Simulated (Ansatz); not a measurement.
# AsRu: the cost of one run

Method: DFT PBEsol, scalar-relativistic, plane waves, PAW, in Ansatz 0.2.0.

1 further run of the same task is left out (set aside as unsound or not needed).

### Step 1. The structure to begin with

The structure is orthorhombic, space group Pnma (No. 62). Conventional cell: a = 5.695 Å, b = 3.291 Å, c = 6.351 Å, α = 90.00°, β = 90.00°, γ = 90.00°. As (site symmetry m) has 6 Ru at 2.45 to 2.57 Å in its first shell of neighbours. Around Ru (site symmetry m) lie 6 As at 2.45 to 2.57 Å.

As a file:

```cif
data_structure
_symmetry_space_group_name_H-M 'P 1'
_symmetry_Int_Tables_number 1
_cell_length_a 5.6952
_cell_length_b 3.2909
_cell_length_c 6.3514
_cell_angle_alpha 90.000
_cell_angle_beta 90.000
_cell_angle_gamma 90.000
_cell_volume 119.04
loop_
_atom_site_label
_atom_site_type_symbol
_atom_site_fract_x
_atom_site_fract_y
_atom_site_fract_z
_atom_site_occupancy
As1 As 0.69577 0.25000 0.06753 1
As2 As 0.30423 0.75000 0.93247 1
As3 As 0.19577 0.25000 0.43247 1
As4 As 0.80423 0.75000 0.56753 1
Ru1 Ru 0.50169 0.25000 0.70284 1
Ru2 Ru 0.49831 0.75000 0.29716 1
Ru3 Ru 0.00169 0.25000 0.79716 1
Ru4 Ru 0.99831 0.75000 0.20284 1
```

It goes back to an entry of the Materials Project.

This cell was relaxed beforehand with the same method: volume 14.88 Å³/atom, gap on the mesh none (metal).

### Step 2. Static run: bands, density of states and charges

The input, input.yaml:

```yaml
crystal:
  lattice:
    - [5.6951988397, 0.0, 0.0]
    - [0.0, 3.2908850124, 0.0]
    - [0.0, 0.0, 6.3513765319]
  atoms:
    - { symbol: As, position: [0.6957677287, 0.25, 0.0675259111] }
    - { symbol: As, position: [0.3042322713, 0.75, 0.9324740889] }
    - { symbol: As, position: [0.1957677287, 0.25, 0.4324740889] }
    - { symbol: As, position: [0.8042322713, 0.75, 0.5675259111] }
    - { symbol: Ru, position: [0.5016885982, 0.25, 0.7028389585] }
    - { symbol: Ru, position: [0.4983114018, 0.75, 0.2971610415] }
    - { symbol: Ru, position: [1.0016885982, 0.25, 0.7971610415] }
    - { symbol: Ru, position: [-0.0016885982, 0.75, 0.2028389585] }
basis:
  ecutwfc: 420
kpoints:
  mp_grid: { grid: [6, 10, 6] }
  band_path:
    path:
      - [[0.0, 0.0, 0.0], [0.5, 0.0, 0.0], [0.5, 0.5, 0.0], [0.0, 0.5, 0.0], [0.0, 0.0, 0.0], [0.0, 0.0, 0.5], [0.5, 0.0, 0.5], [0.5, 0.5, 0.5], [0.0, 0.5, 0.5], [0.0, 0.0, 0.5]]
      - [[0.5, 0.0, 0.0], [0.5, 0.0, 0.5]]
      - [[0.0, 0.5, 0.0], [0.0, 0.5, 0.5]]
      - [[0.5, 0.5, 0.0], [0.5, 0.5, 0.5]]
    npoints: 14
hamiltonian:
  xc: pbesol
scf:
  occupations: { method: gaussian, width: 0.1 }
  n_extra_bands: 20
output:
  forces: true
  stress: true
  eigenvalues: true
  populations: true
  dos: { projected: true, de: 0.02, nscf_kmesh: { grid: [9, 15, 9] } }
  bader: true
  write_density: true
  write_potential: true
  elf: true
  volumetric_format: npy
checkpoint:
  read: start.run
  write: ck
  compress: false
  write_wavefunctions: false
  write_every: 100000
```

Started as:

```console
$ ansatz run input.yaml --threads 2 --pin off --max-ram 5120MiB --backend cpu --events-out ev --progress --plain --runs-dir out
```

What time and memory should one allow on 2 threads of Arm Neoverse V1, shared host?

About 2.6 min, with a peak of 1.3 GiB.
